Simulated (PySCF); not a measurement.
# C2H8BNS: the cost of one run

Programs: PySCF 2.14.0, with density-fitted response routines of our own. Each step states its level of theory. These are calculated values for one molecule in the gas phase, unless marked as measured. Atoms count from 0, in the outputs and in this text.

**1. The molecule as given**

13 atoms, charge 0, multiplicity 1; geometry from: GFN2-xTB.

Bonds of the start (Å): C0–N1 1.44, N1–B2 1.38, B2–S3 1.81, S3–C4 1.83, C0–H5 1.09, C0–H6 1.09, C0–H7 1.09, N1–H8 1.01, B2–H9 1.17, C4–H10 1.08, C4–H11 1.08, C4–H12 1.09.

**2. Ultraviolet spectrum: CAM-B3LYP/def2-SVPD**

What the job is given:

```
{"job": {"kind": "uv", "xc": "CAM-B3LYP", "basis": "def2-SVPD", "nstates": 8, "ntriplets": 3}, "charge": 0, "multiplicity": 1}
C     -2.511374    -0.115127    -0.289380
N     -1.161317    -0.578746    -0.508371
B      0.011015    -0.006564    -0.051604
S      1.584607    -0.772209    -0.495405
C      2.771624     0.322870     0.356621
H     -2.486745     0.784523     0.321837
H     -3.001305     0.118407    -1.239003
H     -3.105080    -0.874832     0.226400
H     -1.126315    -1.417582    -1.070731
H      0.000964     0.962098     0.604595
H      2.557068     1.356416     0.105888
H      3.762940     0.052415     0.008526
H      2.699529     0.168820     1.429154
```

Method: TDDFT CAM-B3LYP/def2-SVPD, vertical, gas phase, core orbitals frozen in the response.

Launch:

```console
OMP_NUM_THREADS=1 python probes_run.py task.json out
```

The driver reads the jobs from task.json and runs them one after another.

Q: Estimate the wall time and peak memory of this first job on 1 thread of Arm Neoverse N1, shared host.

About 36 s, with a peak of 0.74 GiB.
